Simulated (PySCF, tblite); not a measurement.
# C5H9BCl2Si: geometry, infrared bands and NMR shifts

What infrared bands and NMR shifts should C5H9BCl2Si (`C=C1CC[Si@H](B(Cl)Cl)C1`) show?

Computed with tblite 0.8.0 and PySCF 2.14.0, with density-fitted response routines of our own, on a single molecule in the gas phase. Atoms are numbered from 0 throughout.

### Step 1. The molecule as given

18 atoms, charge 0, multiplicity 1; geometry from: force field or distance geometry start.

Bonds of the start (Å): C0–C1 1.34, C1–C2 1.48, C2–C3 1.50, C3–Si4 1.86, Si4–B5 1.92, B5–Cl6 1.87, B5–Cl7 1.84, Si4–C8 1.87, C8–C1 1.47, C0–H9 1.09, C0–H10 1.08, C2–H11 1.12, C2–H12 1.12, C3–H13 1.11, C3–H14 1.11, Si4–H15 1.47, C8–H16 1.12, C8–H17 1.10.

### Step 2. Geometry optimisation with GFN2-xTB

Job settings and geometry (Å):

```
{"job": {"kind": "relax", "xc": "GFN2-xTB", "basis": "xTB"}, "charge": 0, "multiplicity": 1}
C     -1.563900     1.429300     1.372500
C     -0.999500     0.737700     0.378600
C     -1.431300    -0.625500     0.005400
C     -0.228800    -1.524700    -0.047200
Si     0.882100    -0.395900    -1.027900
B      2.734800    -0.589700    -0.575500
Cl     3.770100     0.966100    -0.593100
Cl     3.217100    -1.907900     0.621600
C      0.139600     1.211700    -0.417200
H     -2.405200     1.060400     1.959400
H     -1.169000     2.415100     1.572300
H     -1.927000    -0.591900    -0.994900
H     -2.147900    -0.990200     0.785600
H     -0.431900    -2.475400    -0.584800
H      0.188900    -1.721300     0.965100
H      0.631400    -0.562400    -2.464600
H      0.888700     1.681500     0.268800
H     -0.156900     1.889400    -1.235800
```

On the command line:

```bash
> OMP_NUM_THREADS=1 python probes_run.py task.json out
```

This one command runs all jobs of the session in turn.

**Question.** This job is followed by: GFN2-xTB harmonic vibrations, gas phase; GIAO PBE0/pcSseg-1 NMR shielding, non-relativistic, gas phase. What will the session give for the following? strongest single infrared mode (GFN2-xTB); zero-point energy (GFN2-xTB); ¹³C shifts against TMS (PBE0/pcSseg-1); ¹H shifts against TMS (PBE0/pcSseg-1); ²⁹Si shifts against TMS (PBE0/pcSseg-1); ¹¹B shifts against BF3·OEt2 (PBE0/pcSseg-1); ³⁵Cl shifts against HCl (PBE0/pcSseg-1, means over atoms taken as alike); surface potential, 1st and 99th percentile.

**Answer**, as computed:

```
                                                                quantity                                                     value
                               strongest single infrared mode (GFN2-xTB)                                     2174 cm⁻¹, 348 km/mol
                                            zero-point energy (GFN2-xTB)                                             81.0 kcal/mol
                                  ¹³C shifts against TMS (PBE0/pcSseg-1)                        161.1, 114.3, 39.7, 22.7, 15.1 ppm
                                   ¹H shifts against TMS (PBE0/pcSseg-1)  5.24, 5.11, 4.20, 2.60, 2.20, 1.96, 1.78, 1.21, 0.94 ppm
                                 ²⁹Si shifts against TMS (PBE0/pcSseg-1)                                                 -37.8 ppm
                             ¹¹B shifts against BF3·OEt2 (PBE0/pcSseg-1)                                                  75.6 ppm
³⁵Cl shifts against HCl (PBE0/pcSseg-1, means over atoms taken as alike)                                                   387 ppm
                                   surface potential, 1st and 99th percentile                                        -0.65 V and 1.18 V
```

Over 174 steps the energy fell by 0.860 eV; of the close pairs, B5–Cl6 changed most, 1.869 to 1.720 Å. No mode is imaginary among the 48: a minimum at this level. The strongest single mode, at 2174 cm⁻¹, moves mainly H15. Unscaled tight-binding wavenumbers are off by several per cent, some by more. Its intensities can rank the bands wrongly. The most deshielded carbon is C1 (fully substituted alkene carbon), at 161.1 ppm: the olefinic region. At PBE0/pcSseg-1: The largest span, 730 ppm, is at Cl6, Cl7, where the paramagnetic term is -585 ppm. By nearest atom (PBE0/pcSseg-1), the HOMO sits on C0 38 %; C1 28 % and the LUMO on B5 54 %; Cl6, Cl7 about 12 % each.
